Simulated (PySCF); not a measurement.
# C9H13N: the cost of one run

Computed with PySCF 2.14.0 and routines of our own; the level stands in each step. Atoms count from 0.

## Step 1: The starting structure

23 atoms, charge 0, multiplicity 1; geometry from: GFN2-xTB.

## Step 2: Optimising the geometry at PBE0-D3(BJ)/def2-SVP

What the job is given:

```
{"job": {"xc": "PBE0", "basis": "def2-SVP", "d3": "d3bj", "grid": 2, "kind": "geom"}, "charge": 0, "multiplicity": 1}
C      4.673664     0.275354     1.071930
C      3.678785    -0.841546     0.972079
C      2.459250    -0.704674     0.521372
C      1.274036    -0.549636     0.085383
C      0.090336    -0.391591    -0.336869
C     -1.134352    -0.239619    -0.813233
C     -1.381389    -0.374000    -2.290453
N     -2.227310    -0.033008     0.020663
C     -3.382513     0.669424    -0.481412
C     -1.926529     0.221919     1.408604
H      5.565394     0.036183     0.490670
H      4.250184     1.207132     0.704128
H      4.981960     0.413020     2.109508
H      4.030276    -1.813249     1.304989
H     -2.152970    -1.118664    -2.484291
H     -1.697365     0.576251    -2.722246
H     -0.464379    -0.686559    -2.783452
H     -3.689285     0.262735    -1.441842
H     -3.204028     1.748322    -0.595749
H     -4.204534     0.532988     0.222110
H     -1.507362     1.224268     1.570237
H     -1.198150    -0.510977     1.754018
H     -2.838472     0.122915     1.996874
```

Launch:

```bash
$ OMP_NUM_THREADS=1 python excited_run.py task.json out
```

The driver reads the jobs from task.json and runs them one after another.

Q: Estimate the wall time and peak memory of this first job on 1 thread of Arm Neoverse V2, shared host.

About 2.1 min, with a peak of 0.95 GiB.
